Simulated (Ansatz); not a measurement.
**GaH− (quartet): correlated methods under varied settings at distance Ga1–H2 = 3.510 Å**

What do other methods and options give for GaH− (quartet) at this geometry, and how long do they take?

Computed with Ansatz 0.2.0, Gaussian basis. Level: the settings change from run to run.

16 further runs of the same task are left out: 1 for a known fault of the program, 12 that didn't finish, 3 set aside as unsound or not needed. Runs told in other sessions of the task aren't counted.

### 1 What is computed

The geometry derives from a PBE0/def2-TZVPD stationary point (not a proven minimum). One bond is set to the value named and the two fragments are kept rigid. No spin-orbit coupling is included. The filled d shell of Ga may be among the frozen orbitals whatever the setting's name suggests.

2 atoms, charge -1, spin multiplicity 4.

Atoms are counted from 1 here; the program's logs count them from 0.

No contacts short enough for the rule that draws bonds.

### 2 HF (UHF)/aug-cc-pVDZ

The input, in.yaml:

```yaml
crystal:
  periodic: [false, false, false]
  atoms:
    - {symbol: Ga, position_ang: [0.000000, 0.000000, 0.000000]}
    - {symbol: H, position_ang: [0.000000, 0.000000, 3.510000]}
basis:
  gaussian: {orbitals: aug-cc-pVDZ}
total_charge: -1
magnetization: {spin_polarized: true, initial_magnetization: 3}
hamiltonian: {xc: hf}
output: {forces: true, orbitals: {seedname: orbitals}}
```

Run with:

```console
> ansatz run in.yaml --threads 1 --pin off --events-out ev --progress --plain --max-ram 2393MiB
```

Standard output:

```text
Functional definition: HF
  name "HF"
  cite "Fock, Z. Phys. 61, 126 (1930) doi:10.1007/BF01340294"
  parent pbe
  exchange = exact_x
  correlation = 0
493 factors; integrals over basis functions are off by at most 5.2e-4 eV
mean field evaluation 1: about -52345.0992 eV, gradient 6.8e0 eV
mean field evaluation 2: about -52345.1024 eV, gradient 6.8e0 eV
mean field evaluation 4: about -52346.2548 eV, gradient 1.4e0 eV
mean field evaluation 8: about -52346.3146 eV, gradient 5.9e-3 eV
mean field evaluation 16: about -52346.2211 eV, gradient 6.7e-1 eV
mean field evaluation 32: about -52345.9705 eV, gradient 1.5e0 eV
mean field evaluation 64: about -52346.1987 eV, gradient 9.8e-1 eV
mean field evaluation 96: about -52346.1172 eV, gradient 3.4e-1 eV
mean field evaluation 128: about -52346.1277 eV, gradient 3.0e-5 eV
mean field evaluation 160: about -52339.2969 eV, gradient 7.1e0 eV
mean field -52346.31461908 eV, -1923.6915806447 hartree, gradient 5.8e-6 eV, S^2 3.763040; 4 other end points of the search recorded, 0 dependent functions left out
the calculation of the forces begins
reference -52346.31461908 eV, -1923.6915806447 hartree; 18, 15 occupied and 27, 30 virtual orbitals, 493 factors
Total energy: -52346.31461908 eV, -1923.6915806447 hartree
Atom 0 at     0.000000     0.000000     0.000000 Å, force     0.000000    -0.000000     0.009457 eV/Å
Atom 1 at     0.000000     0.000000     3.510000 Å, force    -0.000000     0.000000    -0.009457 eV/Å
Dipole moment:    -0.000000     0.000000     0.065303 e Å
```

Run time: 2.3 s. Hardware: 1 thread of Arm Neoverse V1, shared host.

From the report: ⟨S²⟩ of the determinant 3.763 (pure quartet: 3.75).

### 3 NEVPT2(5,8)/aug-cc-pVDZ

The input, in.yaml:

```yaml
crystal:
  periodic: [false, false, false]
  atoms:
    - {symbol: Ga, position_ang: [0.000000, 0.000000, 0.000000]}
    - {symbol: H, position_ang: [0.000000, 0.000000, 3.510000]}
basis:
  gaussian: {orbitals: aug-cc-pVDZ}
total_charge: -1
magnetization: {spin_polarized: false, initial_magnetization: 3}
correlation: {method: sc_nevpt2, electrons: outside_noble_gas, active_space: {window: {electrons: 5, orbitals: 8}}}
```

Same command.

Standard output, cut to the lines that bear on the results:

```text
Functional definition: HF
  name "HF"
  cite "Fock, Z. Phys. 61, 126 (1930) doi:10.1007/BF01340294"
  parent pbe
[...]
493 factors; integrals over basis functions are off by at most 5.2e-4 eV
[...]
mean field -52346.24426493 eV, -1923.6889951774 hartree, gradient 1.3e-6 eV, S^2 3.750000; 12 other end points of the search recorded, 0 dependent functions left out
reference -52346.24426493 eV, -1923.6889951774 hartree; 18, 15 occupied and 27, 30 virtual orbitals, 493 factors
state -52347.06749469 eV, -1923.7192483132 hartree
state -52347.06749469 eV, -1923.7192483132 hartree; corrected -52347.63428142 eV, -1923.7400773412 hartree
Total energy: -52347.63428142 eV, -1923.7400773412 hartree
```

Wall time 21 s (1 thread of Arm Neoverse V1, shared host).

From the report: 560 determinants; active occupations 1.93, 1.00, 0.99, 0.99, 0.03, 0.02, 0.02, 0.01.

### 4 HF (UHF)/cc-pVTZ

The input, in.yaml:

```yaml
crystal:
  periodic: [false, false, false]
  atoms:
    - {symbol: Ga, position_ang: [0.000000, 0.000000, 0.000000]}
    - {symbol: H, position_ang: [0.000000, 0.000000, 3.510000]}
basis:
  gaussian: {orbitals: cc-pVTZ, fitting: {mean_field: def2-universal-jkfit}}
total_charge: -1
magnetization: {spin_polarized: true, initial_magnetization: 3}
hamiltonian: {xc: hf}
output: {orbitals: {seedname: orbitals}}
```

Launched as before.

Standard output:

```text
Functional definition: HF
  name "HF"
  cite "Fock, Z. Phys. 61, 126 (1930) doi:10.1007/BF01340294"
  parent pbe
  exchange = exact_x
  correlation = 0
284 factors; integrals over basis functions are off by at most 1.6e0 eV
mean field evaluation 1: about -52347.2199 eV, gradient 6.7e0 eV
mean field evaluation 2: about -52347.7624 eV, gradient 3.3e0 eV
mean field evaluation 4: about -52347.8966 eV, gradient 2.6e-1 eV
mean field evaluation 8: about -52346.9168 eV, gradient 6.8e0 eV
mean field evaluation 16: about -52347.6071 eV, gradient 2.5e0 eV
mean field evaluation 32: about -52341.9475 eV, gradient 8.9e0 eV
mean field evaluation 64: about -52347.8103 eV, gradient 4.6e-1 eV
mean field -52347.89904798 eV, -1923.7498073330 hartree, gradient 9.3e-6 eV, S^2 3.765682; 4 other end points of the search recorded, 0 dependent functions left out
reference -52347.89904798 eV, -1923.7498073330 hartree; 18, 15 occupied and 39, 42 virtual orbitals, 284 factors
Total energy: -52347.89904798 eV, -1923.7498073330 hartree
```

Wall time 1.2 s (1 thread of Arm Neoverse V1, shared host).

From the report: ⟨S²⟩ of the determinant 3.766 (pure quartet: 3.75).

### 5 CCSDT(Q) on ROHF/aug-cc-pVDZ

The input, in.yaml:

```yaml
crystal:
  periodic: [false, false, false]
  atoms:
    - {symbol: Ga, position_ang: [0.000000, 0.000000, 0.000000]}
    - {symbol: H, position_ang: [0.000000, 0.000000, 3.510000]}
basis:
  gaussian: {orbitals: aug-cc-pVDZ, fitting: {mean_field: def2-universal-jkfit}}
total_charge: -1
magnetization: {spin_polarized: false, initial_magnetization: 3}
correlation: {method: ccsdt_q, electrons: outside_noble_gas}
scf: {omitted_lower_state_checks: [cluster_reference]}
output: {forces: true}
```

Same command.

Standard output, cut to the lines that bear on the results:

```text
Functional definition: HF
  name "HF"
  cite "Fock, Z. Phys. 61, 126 (1930) doi:10.1007/BF01340294"
  parent pbe
[...]
284 factors; integrals over basis functions are off by at most 6.5e-1 eV
[...]
mean field -52346.24496908 eV, -1923.6890210545 hartree, gradient 1.4e-6 eV, S^2 3.750000; 11 other end points of the search recorded, 0 dependent functions left out
14 core orbitals not correlated: weight in the atoms' cores, before any rotation towards them, 1.000 or more for the frozen orbitals, at most 0.000 for the correlated occupied ones
reference -52346.24496908 eV, -1923.6890210545 hartree; 4, 1 occupied and 27, 30 virtual orbitals, 284 factors
second order -1.13112941 eV of doubles, -0.03703976 eV of singles
cycle   1  -1.46449376 eV  change   -3.0e-1 eV  update   6.5e-2
[...]
cycle  22  -1.65493421 eV  change   -4.8e-8 eV  update   5.7e-8
perturbative correction -0.00182474 eV, -0.0000670581 hartree
[...]
Total energy: -52347.90172804 eV, -1923.7499058233 hartree
Atom 0 at     0.000000     0.000000     0.000000 Å, force     0.000000    -0.000000     0.060180 eV/Å
Atom 1 at     0.000000     0.000000     3.510000 Å, force    -0.000000     0.000000    -0.060180 eV/Å
Dipole moment:    -0.000000     0.000000     0.039883 e Å
Checks for a lower state left out: cluster_reference
```

Run time: 18 s. Hardware: 1 thread of Arm Neoverse V1, shared host; peak memory 0.27 GiB.

From the report: correlation -1.6568 eV; T1 0.020; largest double amplitude 0.10.

### 6 CASSCF(5,9)/aug-cc-pVDZ

The input, in.yaml:

```yaml
crystal:
  periodic: [false, false, false]
  atoms:
    - {symbol: Ga, position_ang: [0.000000, 0.000000, 0.000000]}
    - {symbol: H, position_ang: [0.000000, 0.000000, 3.510000]}
basis:
  gaussian: {orbitals: aug-cc-pVDZ}
total_charge: -1
magnetization: {spin_polarized: false, initial_magnetization: 3}
hamiltonian: {pseudopotentials: {relativity: scalar}}
correlation: {active_space: {window: {electrons: 5, orbitals: 9}}}
```

Launched as before.

Standard output:

```text
Functional definition: HF
  name "HF"
  cite "Fock, Z. Phys. 61, 126 (1930) doi:10.1007/BF01340294"
  parent pbe
  exchange = exact_x
  correlation = 0
496 factors; integrals over basis functions are off by at most 5.2e-4 eV
mean field evaluation 1: about -52752.3533 eV, gradient 9.9e0 eV
mean field evaluation 2: about -52752.3724 eV, gradient 9.9e0 eV
mean field evaluation 4: about -52755.3570 eV, gradient 2.2e0 eV
mean field evaluation 8: about -52755.4326 eV, gradient 8.8e-2 eV
mean field evaluation 16: about -52755.2442 eV, gradient 3.3e-1 eV
mean field evaluation 32: about -52755.2508 eV, gradient 3.2e-6 eV
mean field evaluation 64: about -52755.2508 eV, gradient 2.5e-6 eV
mean field evaluation 96: about -52755.2177 eV, gradient 9.6e-1 eV
mean field -52755.43272395 eV, -1938.7263936885 hartree, gradient 1.2e-6 eV, S^2 3.750000; 9 other end points of the search recorded, 0 dependent functions left out
reference -52755.43272395 eV, -1938.7263936885 hartree; 18, 15 occupied and 27, 30 virtual orbitals, 496 factors
state -52756.46399874 eV, -1938.7642923379 hartree
Total energy: -52756.46399874 eV, -1938.7642923379 hartree
Relativity: scalar
```

Run time: 14 s. Hardware: 1 thread of Arm Neoverse V1, shared host.

From the report: 1,134 determinants; active occupations 1.92, 1.00, 0.99, 0.99, 0.03, 0.02, 0.02, 0.01, 0.01.

### 7 CCSD/6-31G

The input, in.yaml:

```yaml
crystal:
  periodic: [false, false, false]
  atoms:
    - {symbol: Ga, position_ang: [0.000000, 0.000000, 0.000000]}
    - {symbol: H, position_ang: [0.000000, 0.000000, 3.510000]}
basis:
  gaussian: {orbitals: 6-31G}
total_charge: -1
magnetization: {spin_polarized: false, initial_magnetization: 3}
hamiltonian: {xc: {name: PBE0}}
correlation: {method: ccsd, electrons: valence, diis_vectors: 2}
output: {forces: true}
```

The command is unchanged.

Standard output, cut to the lines that bear on the results:

```text
Functional definition: PBE0
  name "PBE0"
  cite "Adamo & Barone, J. Chem. Phys. 110, 6158 (1999) doi:10.1063/1.478522"
  cite "Perdew, Burke & Ernzerhof, Phys. Rev. Lett. 77, 3865 (1996) doi:10.1103/PhysRevLett.77.3865"
  parent pbe
[...]
289 factors; integrals over basis functions are off by at most 1.1e-4 eV
[...]
mean field -52374.05664772 eV, -1924.7110813932 hartree, gradient 7.6e-7 eV, S^2 3.750000; 7 other end points of the search recorded, 0 dependent functions left out
[...]
9 core orbitals not correlated: weight in the atoms' cores, before any rotation towards them, 1.000 or more for the frozen orbitals, at most 0.000 for the correlated occupied ones
reference -52337.82946636 eV, -1923.3797570337 hartree; 9, 6 occupied and 13, 16 virtual orbitals, 289 factors
second order -5.11271149 eV of doubles, -0.08757549 eV of singles
cycle   1  -4.75142170 eV  change    4.4e-1 eV  update   5.5e-2
[...]
cycle  42  -4.95219286 eV  change    2.8e-8 eV  update   9.4e-8
[...]
Total energy: -52342.78165922 eV, -1923.5617467647 hartree
Atom 0 at     0.000000     0.000000     0.000000 Å, force     0.000000    -0.000000     0.034469 eV/Å
Atom 1 at     0.000000     0.000000     3.510000 Å, force    -0.000000    -0.000000    -0.034469 eV/Å
Dipole moment:     0.000000    -0.000000     0.104737 e Å
```

Run time: 4.2 s. Hardware: 1 thread of Arm Neoverse V1, shared host.

From the report: correlation -4.9522 eV; T1 0.011; largest double amplitude 0.06. The orbitals are Kohn-Sham ones, so correlation energy and T1 don't compare with those on Hartree-Fock orbitals.

### 8 CCSDT(Q) on ROHF/cc-pVDZ

The input, in.yaml:

```yaml
crystal:
  periodic: [false, false, false]
  atoms:
    - {symbol: Ga, position_ang: [0.000000, 0.000000, 0.000000]}
    - {symbol: H, position_ang: [0.000000, 0.000000, 3.510000]}
basis:
  gaussian: {orbitals: cc-pVDZ}
total_charge: -1
magnetization: {spin_polarized: false, initial_magnetization: 3}
correlation: {method: ccsdt_q, electrons: outside_noble_gas}
accuracy: high
scf: {lower_state_search: full}
output: {forces: true}
```

Same command.

Standard output, cut to the lines that bear on the results:

```text
Functional definition: HF
  name "HF"
  cite "Fock, Z. Phys. 61, 126 (1930) doi:10.1007/BF01340294"
  parent pbe
[...]
556 factors; integrals over basis functions are off by at most 4.4e-9 eV
[...]
mean field -52345.78273833 eV, -1923.6720343878 hartree, gradient 5.1e-8 eV, S^2 3.750000; 15 other end points of the search recorded, 0 dependent functions left out
[...]
determinant -52345.78273833 eV, -1923.6720343878 hartree, with singles and doubles -52347.25995255 eV, -1923.7263210089 hartree
determinant -52345.61114233 eV, -1923.6657283510 hartree, with singles and doubles -52347.08931347 eV, -1923.7200501384 hartree
determinant -52342.64535161 eV, -1923.5567375523 hartree, with singles and doubles -52344.61593232 eV, -1923.6291550578 hartree
determinant -52345.78273833 eV, -1923.6720343878 hartree, with singles and doubles -52347.26014949 eV, -1923.7263282465 hartree
determinant -52345.61114233 eV, -1923.6657283510 hartree, with singles and doubles -52347.08923040 eV, -1923.7200470857 hartree
14 core orbitals not correlated: weight in the atoms' cores, before any rotation towards them, 1.000 or more for the frozen orbitals, at most 0.000 for the correlated occupied ones
reference -52345.78273833 eV, -1923.6720343878 hartree; 4, 1 occupied and 14, 17 virtual orbitals, 556 factors
second order -1.02381362 eV of doubles, -0.04804019 eV of singles
cycle   1  -1.35662261 eV  change   -2.8e-1 eV  update   5.6e-2
[...]
cycle  33  -1.51107523 eV  change  -1.4e-10 eV  update  3.7e-10
perturbative correction -0.00078451 eV, -0.0000288303 hartree
[...]
Total energy: -52347.29459807 eV, -1923.7275942083 hartree
Atom 0 at     0.000000     0.000000     0.000000 Å, force    -0.000000     0.000000     0.048779 eV/Å
Atom 1 at     0.000000     0.000000     3.510000 Å, force     0.000000    -0.000000    -0.048779 eV/Å
Dipole moment:    -0.000000     0.000000     0.079714 e Å
```

It took 9 s on 1 thread of Arm Neoverse V1, shared host.

From the report: correlation -1.5119 eV; T1 0.021; largest double amplitude 0.09.

### 9 CCSDT on UHF/def2-SVP

The input, in.yaml:

```yaml
crystal:
  periodic: [false, false, false]
  atoms:
    - {symbol: Ga, position_ang: [0.000000, 0.000000, 0.000000]}
    - {symbol: H, position_ang: [0.000000, 0.000000, 3.510000]}
basis:
  gaussian: {orbitals: def2-SVP}
total_charge: -1
magnetization: {spin_polarized: true, initial_magnetization: 3}
correlation: {method: ccsdt, electrons: outside_noble_gas}
scf: {omitted_lower_state_checks: [cluster_reference]}
```

Launched as before.

Standard output, cut to the lines that bear on the results:

```text
Functional definition: HF
  name "HF"
  cite "Fock, Z. Phys. 61, 126 (1930) doi:10.1007/BF01340294"
  parent pbe
[...]
527 factors; integrals over basis functions are off by at most 1.0e-7 eV
[...]
mean field -52339.91252006 eV, -1923.4563078451 hartree, gradient 2.5e-6 eV, S^2 3.761615; 11 other end points of the search recorded, 0 dependent functions left out
14 core orbitals not correlated: weight in the atoms' cores, before any rotation towards them, 1.000 or more for the frozen orbitals, at most 0.000 for the correlated occupied ones
reference -52339.91252006 eV, -1923.4563078451 hartree; 4, 1 occupied and 19, 22 virtual orbitals, 527 factors
second order -0.97964285 eV of doubles, -0.00000000 eV of singles
cycle   1  -1.24353915 eV  change   -2.6e-1 eV  update   5.5e-2
[...]
cycle  18  -1.40245474 eV  change    4.0e-7 eV  update   2.9e-7
Total energy: -52341.31497479 eV, -1923.5078471060 hartree
Checks for a lower state left out: cluster_reference
```

It took 2.1 s on 1 thread of Arm Neoverse V1, shared host.

From the report: ⟨S²⟩ of the determinant 3.762 (pure quartet: 3.75); correlation -1.4025 eV; T1 0.011; largest double amplitude 0.09.

### 10 CCSD(T) on UHF/def2-SVP

Edit in.yaml of step 9 so:

```diff
@@ -9,3 +9,3 @@
 magnetization: {spin_polarized: true, initial_magnetization: 3}
-correlation: {method: ccsdt, electrons: outside_noble_gas}
-scf: {omitted_lower_state_checks: [cluster_reference]}
+correlation: {method: ccsd_t, electrons: all}
+output: {forces: true}
```

The command is unchanged.

Standard output, cut to the lines that bear on the results:

```text
Functional definition: HF
  name "HF"
  cite "Fock, Z. Phys. 61, 126 (1930) doi:10.1007/BF01340294"
  parent pbe
[...]
372 factors; integrals over basis functions are off by at most 2.1e-4 eV
[...]
mean field -52339.91251026 eV, -1923.4563074852 hartree, gradient 4.0e-6 eV, S^2 3.761616; 16 other end points of the search recorded, 0 dependent functions left out
determinant -52339.91251026 eV, -1923.4563074852 hartree, with singles and doubles -52345.64652244 eV, -1923.6670285461 hartree
determinant -52339.73968128 eV, -1923.4499561373 hartree, with singles and doubles -52345.48462888 eV, -1923.6610790674 hartree
determinant -52338.15293045 eV, -1923.3916441200 hartree, with singles and doubles -52343.08263449 eV, -1923.5728074017 hartree
determinant -52337.52081974 eV, -1923.3684144798 hartree, with singles and doubles -52343.10084240 eV, -1923.5734765301 hartree
determinant -52336.83239385 eV, -1923.3431152947 hartree, with singles and doubles -52343.12863769 eV, -1923.5744979881 hartree
determinant -52339.91251026 eV, -1923.4563074852 hartree, with singles and doubles -52345.64662217 eV, -1923.6670322111 hartree
determinant -52339.73968128 eV, -1923.4499561373 hartree, with singles and doubles -52345.48453473 eV, -1923.6610756075 hartree
reference -52339.91251026 eV, -1923.4563074852 hartree; 18, 15 occupied and 19, 22 virtual orbitals, 372 factors
second order -5.90444172 eV of doubles, -0.00000000 eV of singles
cycle   1  -5.73411033 eV  change    1.6e-6 eV  update   3.4e-6
[...]
cycle   7  -5.73411385 eV  change    5.3e-8 eV  update   7.7e-8
perturbative correction -0.21585279 eV, -0.0079324436 hartree
[...]
Total energy: -52345.86247690 eV, -1923.6749647260 hartree
Atom 0 at     0.000000     0.000000     0.000000 Å, force    -0.000000    -0.000000     0.050670 eV/Å
Atom 1 at     0.000000     0.000000     3.510000 Å, force     0.000000     0.000000    -0.050670 eV/Å
Dipole moment:     0.000000    -0.000000     0.081001 e Å
```

Run time: 23 s. Hardware: 1 thread of Arm Neoverse V1, shared host.

From the report: ⟨S²⟩ of the determinant 3.762 (pure quartet: 3.75); correlation -5.9500 eV; T1 0.008; largest double amplitude 0.09.

### 11 The runs in one table

Where basis and cores are those of an earlier FCI/aug-cc-pVDZ run (-52347.9033 eV), and the records show the same count of frozen orbitals and kind of state, the miss against it is given; a blank cell means that this couldn't be shown.

| level | correlated | functions | energy (eV) | from FCI (meV) | time |
| --- | --- | --- | --- | --- | --- |
| HF (UHF)/aug-cc-pVDZ |  | 45 | -52346.3146 | 1588.7 | 2.3 s |
| NEVPT2(5,8)/aug-cc-pVDZ | outside noble gas | 45 | -52347.6343 | 269.0 | 21 s |
| HF (UHF)/cc-pVTZ |  | 57 | -52347.8990 |  | 1.2 s |
| CCSDT(Q) on ROHF/aug-cc-pVDZ | outside noble gas | 45 | -52347.9017 | 1.6 | 18 s |
| CASSCF(5,9)/aug-cc-pVDZ (relativity set) |  | 45 | -52756.4640 |  | 14 s |
| CCSD/6-31G (on PBE0 orbitals) | valence | 31 | -52342.7817 |  | 4.2 s |
| CCSDT(Q) on ROHF/cc-pVDZ | outside noble gas | 32 | -52347.2946 |  | 9 s |
| CCSDT on UHF/def2-SVP | outside noble gas | 37 | -52341.3150 |  | 2.1 s |
| CCSD(T) on UHF/def2-SVP | all | 37 | -52345.8625 |  | 23 s |

### 12 What came out

| quantity | value |
| --- | --- |
| runs | 9 |
| quickest | HF (UHF)/cc-pVTZ, 1.2 s |
| slowest | CCSD(T) on UHF/def2-SVP, 23 s |

**Reading.** Total energies in different bases, with other cores or another treatment of relativity can't be set against each other. «valence» and «outside noble gas» are the program's key words; the logs give how many orbitals each freezes, and for Ga to Kr the 3d shell needn't follow the word's plain sense. CCSD(T) on UHF/def2-SVP took 19 times as long as HF (UHF)/cc-pVTZ; the jobs differ in more than the method. Among the correlated runs with a miss given, it spans +2 to +269 meV. Hartree-Fock, CASSCF and CASCI lack dynamic correlation by design.
